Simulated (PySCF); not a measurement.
# One shape, several levels: CH5GaO (SMILES C[O][GaH2])

Aim: a comparison of 6 runs (HF/STO-3G, HF/3-21G, B3LYP/6-31G*, PBE0/def2-SVP, wB97X/aug-cc-pVDZ) of CH5GaO. The job is set up through a Python script.

Program for the calculation: PySCF 2.14.0.

### 1 The structure to begin with

CH5GaO: 8 atoms, total charge 0, spin state singlet. As SMILES, `C[O][GaH2]`. Geometry: relaxed at PBE0-D4/def2-TZVP.

Bond lengths: C1–O2 1.402 Å, O2–Ga3 1.782 Å, C1–H4 1.096 Å, C1–H5 1.099 Å, C1–H6 1.096 Å, Ga3–H7 1.565 Å, Ga3–H8 1.555 Å. Angles: C1–O2–Ga3 123.8°, O2–C1–H4 110.0°, O2–C1–H5 113.2°, O2–C1–H6 110.0°, O2–Ga3–H7 115.8°, O2–Ga3–H8 113.9°, H4–C1–H5 107.8°, H4–C1–H6 107.8°, H5–C1–H6 107.8°, H7–Ga3–H8 130.3°.

### 2 Energy and forces at HF/STO-3G (run 1)

input.py

```python
import pyscf.grad
from pyscf import gto

system = gto.M(
    atom=[
    ('C', (-0.616800, 0.972600, -0.422900)),
    ('O', (-0.705300, -0.273500, 0.213500)),
    ('Ga', (0.703200, -1.302000, 0.579300)),
    ('H', (-1.200200, 0.962000, -1.350600)),
    ('H', (0.414200, 1.256200, -0.676600)),
    ('H', (-1.030600, 1.754200, 0.224300)),
    ('H', (2.093900, -0.732800, 0.142900)),
    ('H', (0.341700, -2.636700, 1.290100)),
],
    verbose=4,
    basis='sto-3g',
    max_memory=1860,
)

myscf = system.RHF()
myscf.conv_tol = 1e-10
myscf.kernel()
if not myscf.converged:
    myscf = myscf.newton().run(myscf.mo_coeff, myscf.mo_occ)

energy = myscf.e_tot
print('Final energy', energy)
grad = myscf.Gradients().kernel()
dip = myscf.dip_moment()
pop, q = myscf.mulliken_pop()
```

Command:

```
OMP_NUM_THREADS=1 python input.py
```

The log of the run:

```text
PySCF version 2.14.0

[... 68 lines left out ...]
converged SCF energy = -2015.03064861802
Final energy -2015.0306486180182
[... 11 lines left out ...]
Dipole moment(X, Y, Z, Debye):  0.78520,  0.38603, -0.27880
[... 3 lines left out ...]
pop of  0 C 2px           1.02054
pop of  0 C 2py           0.87529
pop of  0 C 2pz           0.99031
pop of  1 O 1s            1.99764
pop of  1 O 2s            1.81199
pop of  1 O 2px           1.67713
pop of  1 O 2py           1.25382
pop of  1 O 2pz           1.64362
pop of  2 Ga 1s           1.99999
pop of  2 Ga 2s           1.99928
pop of  2 Ga 3s           1.99867
pop of  2 Ga 4s           1.12000
pop of  2 Ga 2px          1.99964
pop of  2 Ga 2py          1.99964
pop of  2 Ga 2pz          1.99959
pop of  2 Ga 3px          1.98421
pop of  2 Ga 3py          1.98339
pop of  2 Ga 3pz          1.97948
pop of  2 Ga 4px          0.67682
pop of  2 Ga 4py          0.65155
pop of  2 Ga 4pz          0.36510
pop of  2 Ga 3dxy         1.91941
pop of  2 Ga 3dyz         1.93605
pop of  2 Ga 3dz^2        1.95082
pop of  2 Ga 3dxz         1.96815
pop of  2 Ga 3dx2-y2      1.96408
pop of  3 H 1s            0.94672
pop of  4 H 1s            0.95579
pop of  5 H 1s            0.94671
pop of  6 H 1s            1.11160
pop of  7 H 1s            1.10413
 ** Mulliken atomic charges  **
charge of    0C =     -0.05499
charge of    1O =     -0.38421
charge of    2Ga =      0.50414
charge of    3H =      0.05328
charge of    4H =      0.04421
charge of    5H =      0.05329
charge of    6H =     -0.11160
charge of    7H =     -0.10413
```

Wall time 4.2 s (1 thread of Intel Xeon at 2.50GHz (Skylake/Cascade Lake), shared host); peak memory 0.12 GiB.

### 3 Energy and forces at HF/3-21G (run 2)

mol.xyz

```xyz
8
CH5GaO
C     -0.616800     0.972600    -0.422900
O     -0.705300    -0.273500     0.213500
Ga     0.703200    -1.302000     0.579300
H     -1.200200     0.962000    -1.350600
H      0.414200     1.256200    -0.676600
H     -1.030600     1.754200     0.224300
H      2.093900    -0.732800     0.142900
H      0.341700    -2.636700     1.290100
```

calc.py

```python
# C[O][GaH2]
import pyscf.grad
from pyscf import gto, scf

mol = gto.M(
    atom='mol.xyz',
    verbose=3,
    basis='3-21g',
    charge=0,
    max_memory=1860,
)

mf = scf.RHF(mol)
mf.conv_tol = 1e-10
mf.kernel()
if not mf.converged:
    mf = mf.newton().run(mf.mo_coeff, mf.mo_occ)

etot = mf.e_tot
print('E = %.10f Eh' % etot)
grad = mf.Gradients().kernel()
dip = mf.dip_moment()
pop, q = mf.mulliken_pop()
```

Command:

```
OMP_NUM_THREADS=1 python calc.py
```

The log of the run:

```text
converged SCF energy = -2028.84500306345
E = -2028.8450030634 Eh
--------------- RHF gradients ---------------
         x                y                z
0 C     0.0082094330    -0.0231035998     0.0107613421
1 O    -0.0316430440     0.0304405826    -0.0119045256
2 Ga     0.0308807603    -0.0134638206     0.0034470845
3 H    -0.0044621916    -0.0022164298    -0.0058699380
4 H     0.0065352658     0.0003720725    -0.0008919782
5 H    -0.0031824829     0.0036977528     0.0059239412
6 H    -0.0033738036     0.0007289841    -0.0000030625
7 H    -0.0029639369     0.0035444582    -0.0014628636
----------------------------------------------
Dipole moment(X, Y, Z, Debye):  1.52912,  0.41485, -0.37336
 ** Mulliken pop  **
pop of  0 C 1s            1.98701
pop of  0 C 2s            0.36971
pop of  0 C 3s            1.00282
pop of  0 C 2px           0.55691
pop of  0 C 2py           0.46413
pop of  0 C 2pz           0.53906
pop of  0 C 3px           0.51761
pop of  0 C 3py           0.29283
pop of  0 C 3pz           0.48090
pop of  1 O 1s            1.98541
pop of  1 O 2s            0.40365
pop of  1 O 3s            1.49398
pop of  1 O 2px           0.75086
pop of  1 O 2py           0.60354
pop of  1 O 2pz           0.73633
pop of  1 O 3px           1.00064
pop of  1 O 3py           0.83584
pop of  1 O 3pz           0.99843
pop of  2 Ga 1s           1.99983
pop of  2 Ga 2s           1.99856
pop of  2 Ga 3s           1.99480
pop of  2 Ga 4s           0.72581
pop of  2 Ga 5s           0.22710
pop of  2 Ga 2px          1.99864
pop of  2 Ga 2py          1.99863
pop of  2 Ga 2pz          1.99857
pop of  2 Ga 3px          1.98769
pop of  2 Ga 3py          1.98704
pop of  2 Ga 3pz          1.98424
pop of  2 Ga 4px          0.41509
pop of  2 Ga 4py          0.41136
pop of  2 Ga 4pz          0.18903
pop of  2 Ga 5px          0.06506
pop of  2 Ga 5py          0.07557
pop of  2 Ga 5pz          0.05732
pop of  2 Ga 3dxy         1.97804
pop of  2 Ga 3dyz         1.99037
pop of  2 Ga 3dz^2        1.99015
pop of  2 Ga 3dxz         1.99426
pop of  2 Ga 3dx2-y2      1.98861
pop of  3 H 1s            0.48285
pop of  3 H 2s            0.33555
pop of  4 H 1s            0.48500
pop of  4 H 2s            0.36215
pop of  5 H 1s            0.48287
pop of  5 H 2s            0.33551
pop of  6 H 1s            0.39800
pop of  6 H 2s            0.82840
pop of  7 H 1s            0.40007
pop of  7 H 2s            0.81417
 ** Mulliken atomic charges  **
charge of    0C =     -0.21098
charge of    1O =     -0.80867
charge of    2Ga =      0.94422
charge of    3H =      0.18160
charge of    4H =      0.15285
charge of    5H =      0.18162
charge of    6H =     -0.22641
charge of    7H =     -0.21424
```

It took 4.2 s on 1 thread of Intel Xeon at 2.50GHz (Skylake/Cascade Lake), shared host; peak memory 0.12 GiB.

Runs 3 to 5 aren't shown in full; the table further down has their settings and results.

### 4 Energy and gradient at wB97X/aug-cc-pVDZ (run 6)

run.py

```python
from pyscf import gto, dft

system = gto.Mole()
system.atom = [
    ('C', (-0.616800, 0.972600, -0.422900)),
    ('O', (-0.705300, -0.273500, 0.213500)),
    ('Ga', (0.703200, -1.302000, 0.579300)),
    ('H', (-1.200200, 0.962000, -1.350600)),
    ('H', (0.414200, 1.256200, -0.676600)),
    ('H', (-1.030600, 1.754200, 0.224300)),
    ('H', (2.093900, -0.732800, 0.142900)),
    ('H', (0.341700, -2.636700, 1.290100)),
]
system.verbose = 4
system.charge = 0
system.basis = 'aug-cc-pvdz'
system.max_memory = 1860
system.build()

mf = dft.RKS(system, xc='wb97x')
mf.grids.level = 5
mf.conv_tol = 1e-10
mf.kernel()
if not mf.converged:
    mf = mf.newton().run(mf.mo_coeff, mf.mo_occ)

e_tot = mf.e_tot
print('Final energy', e_tot)
grad = mf.nuc_grad_method().kernel()
mf.analyze()
```

Command:

```
OMP_NUM_THREADS=1 python run.py
```

The log of the run:

```text
PySCF version 2.14.0

[... 92 lines left out ...]
Total Energy =                       -2041.182746336293576
[... 13 lines left out ...]
MO #7   energy= -10.3054194945764  occ= 2
[... 11 lines left out ...]
MO #19  energy= -0.603299330095304 occ= 2
[... 11 lines left out ...]
MO #31  energy= 0.0725362979590267 occ= 0
[... 11 lines left out ...]
MO #43  energy= 0.191206705938814  occ= 0
[... 11 lines left out ...]
MO #55  energy= 0.365079993608547  occ= 0
[... 11 lines left out ...]
MO #67  energy= 0.512063815718323  occ= 0
[... 11 lines left out ...]
MO #79  energy= 0.727673790831362  occ= 0
[... 11 lines left out ...]
MO #91  energy= 1.1139396108085    occ= 0
[... 11 lines left out ...]
MO #103 energy= 1.75752878386468   occ= 0
[... 11 lines left out ...]
MO #115 energy= 2.21549740247915   occ= 0
[... 11 lines left out ...]
MO #127 energy= 3.7253256770519    occ= 0
[... 99 lines left out ...]
pop of  4 H 3px           0.00051
pop of  4 H 3py           0.00042
pop of  4 H 3pz           0.00041
pop of  5 H 1s            0.89117
pop of  5 H 2s            0.00402
pop of  5 H 3s            0.00178
pop of  5 H 2px           0.00048
pop of  5 H 2py           0.00113
pop of  5 H 2pz           0.00085
pop of  5 H 3px           0.00055
pop of  5 H 3py           0.00095
pop of  5 H 3pz           0.00041
pop of  6 H 1s            1.07995
pop of  6 H 2s            0.00286
pop of  6 H 3s            0.00023
pop of  6 H 2px           0.00160
pop of  6 H 2py           0.00048
pop of  6 H 2pz           0.00030
pop of  6 H 3px           0.00037
pop of  6 H 3py           0.00037
pop of  6 H 3pz           0.00018
pop of  7 H 1s            1.05937
pop of  7 H 2s            0.00340
pop of  7 H 3s            0.00024
pop of  7 H 2px           0.00045
pop of  7 H 2py           0.00161
pop of  7 H 2pz           0.00057
pop of  7 H 3px           0.00045
pop of  7 H 3py           0.00029
pop of  7 H 3pz           0.00016
 ** Mulliken atomic charges  **
charge of    0C =     -0.08607
charge of    1O =     -0.57124
charge of    2Ga =      0.53608
charge of    3H =      0.09864
charge of    4H =      0.07681
charge of    5H =      0.09865
charge of    6H =     -0.08634
charge of    7H =     -0.06654
Dipole moment(X, Y, Z, Debye):  1.15913,  0.20347, -0.22717
```

Run time: 4.4 min. Hardware: 1 thread of Intel Xeon at 2.50GHz (Skylake/Cascade Lake), shared host; peak memory 1.3 GiB.

### 5 Overview of the runs

```csv
run,level,integration grid,Cartesian functions,energy (Eh),dipole moment (D),HOMO energy (eV),LUMO energy (eV),wall time
1,HF/STO-3G,–,no,-2015.030649,0.92,-7.28,5.37,4.2 s
2,HF/3-21G,–,no,-2028.845003,1.63,-11.14,1.57,4.2 s
3,B3LYP/6-31G* (spherical functions),5,no,-2040.953387,1.14,-7.46,-1.40,49 s
4,B3LYP/6-31G* (Cartesian functions),5,yes,-2040.960773,1.14,-7.45,-1.39,51 s
5,PBE0/def2-SVP,5,no,-2040.463858,1.16,-7.77,-1.11,86 s
6,wB97X/aug-cc-pVDZ,5,no,-2041.182746,1.20,-10.31,0.41,4.4 min
```

### 6 Outcome

| quantity | value |
| --- | --- |
| run 6: total energy | -2041.18275 Eh |
| run 6: dipole moment | 1.20 D |
| run 6: HOMO energy | -10.31 eV |
| run 6: LUMO energy | 0.41 eV |
| run 6: HOMO–LUMO gap | 10.72 eV |
| run 6: largest force on an atom | 0.370 eV/Å |

The dipole moment (its size) runs from 0.92 D (HF/STO-3G) to 1.63 D (HF/3-21G). The HOMO–LUMO gap runs from 6.06 eV (B3LYP/6-31G*) to 12.71 eV (HF/3-21G). The two ends differ in method and basis. Totals of different functionals can't be ranked against each other. In run 1 the basis is minimal, so the values are rough. All runs together took 7.6 min, the longest 4.4 min.
